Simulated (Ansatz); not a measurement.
# CH5FO4W: up Jacob's ladder to CCSD(T)

The task here is to estimate one member of a computed series from the others.

Program: Ansatz 0.2.0, Gaussian basis. Level of theory: functionals in def2-TZVPP, the program's frozen cores in correlated methods. These are calculated values, not measurements.

Levels to be run: LDA (SPW92), PBE-D4, revPBE-D4, BLYP-D4, r2SCAN-D4, B97M-V, PBE0-D4, B3LYP-D4, r2SCANh-D4, r2SCAN0-D4, HSE06-D4, BHLYP-D4, CAM-B3LYP-D4, LC-ωPBE, ωB97X-V, ωB97M-V, B2PLYP, PBE-QIDH; CCSD(T)/def2-SVP; MP2/def2-TZVPP; MP2/def2-QZVPP; RPA on PBE.

## The relaxed structure

The geometry comes from an earlier relaxation with PBE0-D4 in a triple-zeta def2 set; it is a stationary point, not always the lowest conformer. W takes the def2 core potential; no spin-orbit term is included.

SMILES `C[O][W](=[O])([OH])([OH])[F]`, 12 atoms, charge 0, spin multiplicity 1.

Atoms are counted from 1 here; the program's logs count them from 0.

Bond lengths: C1–O2 1.401 Å, C1–H8 1.091 Å, C1–H9 1.094 Å, C1–H10 1.094 Å, O2–W3 1.845 Å, W3–O4 1.691 Å, W3–O5 1.903 Å, W3–O6 1.906 Å, W3–F7 1.905 Å, O5–H11 0.961 Å, O6–H12 0.961 Å. Angles: O2–C1–H8 108.9°, O2–C1–H9 109.8°, O2–C1–H10 109.6°, H8–C1–H9 109.5°, H8–C1–H10 109.6°, H9–C1–H10 109.5°, C1–O2–W3 137.5°, O2–W3–O4 102.4°, O2–W3–O5 89.5°, O2–W3–O6 88.5°, O2–W3–F7 157.5°, O4–W3–O5 111.5°, O4–W3–O6 111.8°, O4–W3–F7 100.1°, O5–W3–O6 136.0°, O5–W3–F7 82.9°, O6–W3–F7 82.5°, W3–O5–H11 118.4° and more.

The first run:

Contents of in.yaml:

```yaml
crystal:
  periodic: [false, false, false]
  atoms:
    - {symbol: C, position_ang: [0.246760, -1.044996, 1.729792]}
    - {symbol: O, position_ang: [-0.639531, -0.533111, 0.772627]}
    - {symbol: W, position_ang: [-0.538490, 0.447633, -0.786950]}
    - {symbol: O, position_ang: [-2.166700, 0.658896, -1.189682]}
    - {symbol: O, position_ang: [0.208895, -1.064790, -1.668107]}
    - {symbol: O, position_ang: [0.132862, 1.909940, 0.234086]}
    - {symbol: F, position_ang: [0.285885, 1.393058, -2.220712]}
    - {symbol: H, position_ang: [-0.326943, -1.537106, 2.516315]}
    - {symbol: H, position_ang: [0.919576, -1.769127, 1.260945]}
    - {symbol: H, position_ang: [0.833348, -0.227903, 2.160633]}
    - {symbol: H, position_ang: [0.603626, -0.939821, -2.535170]}
    - {symbol: H, position_ang: [0.517811, 2.652028, -0.239677]}
basis:
  gaussian: {orbitals: def2-TZVPP}
hamiltonian: {xc: lda}
output: {orbitals: {seedname: orbitals}}
```

The run is started by

```bash
$ ansatz run in.yaml --threads 4 --pin off --events-out ev --progress --plain --max-ram 11315MiB
```

Steps of the session up to this table: LDA; PBE-D4 (GGA); revPBE-D4 (GGA); BLYP-D4 (GGA); r2SCAN-D4 (meta-GGA); B97M-V (meta-GGA); PBE0-D4 (hybrid); B3LYP-D4 (hybrid); r2SCANh-D4 (hybrid); r2SCAN0-D4 (hybrid); HSE06-D4 (hybrid); BHLYP-D4 (hybrid); CAM-B3LYP-D4 (range-separated); LC-ωPBE (range-separated); ωB97X-V (range-separated); ωB97M-V (range-separated); B2PLYP (double hybrid); PBE-QIDH (double hybrid).

One of the session's tables, all rows but one given; the rest of the session is left out.

It belongs to the step «Frontier levels by functional». 

```
  functional  HOMO (eV)  LUMO (eV)  gap (eV)
 LDA (SPW92)          ?          ?         ?
      PBE-D4      -7.57      -3.33      4.24
   revPBE-D4      -7.50      -3.24      4.26
     BLYP-D4      -7.48      -3.25      4.23
   r2SCAN-D4      -7.93      -3.28      4.65
      B97M-V      -8.04      -3.27      4.77
     PBE0-D4      -9.17      -2.60      6.57
    B3LYP-D4      -8.92      -2.84      6.08
  r2SCANh-D4      -8.52      -3.00      5.52
  r2SCAN0-D4      -9.42      -2.56      6.86
    HSE06-D4      -8.76      -2.98      5.78
    BHLYP-D4     -10.70      -1.70      8.99
CAM-B3LYP-D4     -10.61      -1.51      9.10
     LC-ωPBE     -11.92      -0.29     11.63
     ωB97X-V     -11.59      -0.39     11.20
     ωB97M-V     -11.52      -0.43     11.09
```

Q: Estimate the row for LDA (SPW92) from the others.

As computed: HOMO (eV): -7.75; LUMO (eV): -3.57; gap (eV): 4.19. In the column «HOMO (eV)» it lies between r2SCAN-D4 (-7.93) and PBE-D4 (-7.57).
